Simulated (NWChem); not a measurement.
# C4H4Si (SMILES C#C[SiH2]C#C): PBE0/def2-SVP

Wanted: a geometry optimisation of C4H4Si. 

The results are computed with NWChem 7.3.0.

### 1 The molecule

C4H4Si has 9 atoms, charge 0, and is taken as a singlet. As SMILES, `C#C[SiH2]C#C`. The shape is that of a PBE0-D4/def2-TZVP optimisation. The run starts from this shape.

Bond lengths: C1–C2 1.205 Å, C2–Si3 1.821 Å, Si3–C4 1.821 Å, C4–C5 1.205 Å, C1–H6 1.066 Å, Si3–H7 1.481 Å, Si3–H8 1.481 Å, C5–H9 1.066 Å. Angles: C1–C2–Si3 179.3°, C2–Si3–C4 109.7°, Si3–C4–C5 179.3°, C2–C1–H6 179.8°, C2–Si3–H7 109.3°, C2–Si3–H8 109.3°, C4–Si3–H7 109.3°, C4–Si3–H8 109.3°, C4–C5–H9 179.8°, H7–Si3–H8 109.9°.

### 2 A geometry optimisation at PBE0/def2-SVP

The input, c4h4si.nw:

```
echo
start c4h4si
memory total 2200 mb

geometry units au
  C    3.75318506  -0.12850138   3.19930633
  C    2.35270903  -0.60131085   1.46604953
  Si   0.26361679  -1.34888651  -1.16482718
  C   -2.36763786   0.86851813  -1.22529842
  C   -4.12073679   2.32190649  -1.28822630
  H    4.98812108   0.29404138   4.73395291
  H    1.69338358  -1.15537855  -3.56364553
  H   -0.72678867  -3.94820479  -0.85056573
  H   -5.66880043   3.60994382  -1.33905993
end

basis spherical bse
  C library def2-SVP
  Si library def2-SVP
  H library def2-SVP
end

dft
  xc pbe0
  grid fine
  convergence energy 1e-07
  iterations 100
  mulliken
  print low
end

driver
  maxiter 60
end

freq
  temp 2 298.15 573.15
end

task dft optimize
task dft frequencies
```

Started as:

```
$ nwchem c4h4si.nw > c4h4si.out
```

**Question.** What will come out? Wanted: total energy at the end; lowest harmonic wavenumber; highest harmonic wavenumber; zero-point energy; ideal-gas entropy at 298.15 K.

Computed results:

At PBE0/def2-SVP:

| quantity | value |
| --- | --- |
| total energy at the end | -443.66617 Eh |
| lowest harmonic wavenumber | 98 cm⁻¹ |
| highest harmonic wavenumber | 3475 cm⁻¹ |
| zero-point energy | 146.3 kJ/mol |
| ideal-gas entropy at 298.15 K (symmetry number 2 as used) | 76.9 cal/(mol K) |

In words: At the final geometry: Bond lengths: C1–C2 1.216 Å, C2–Si3 1.834 Å, Si3–C4 1.834 Å, C4–C5 1.216 Å, C1–H6 1.076 Å, Si3–H7 1.490 Å, Si3–H8 1.490 Å, C5–H9 1.076 Å. Angles: C1–C2–Si3 179.5°, C2–Si3–C4 110.0°, Si3–C4–C5 179.5°, C2–C1–H6 179.9°, C2–Si3–H7 109.3°, C2–Si3–H8 109.3°, C4–Si3–H7 109.3°, C4–Si3–H8 109.3°, C4–C5–H9 179.9°, H7–Si3–H8 109.6°. All 21 modes are real, so the shape is a minimum at this level. The optimisation took 5 steps and changed the energy by -0.022 eV. Mulliken charges run from -0.23 on C1 to +0.50 on Si3; they depend strongly on the basis.
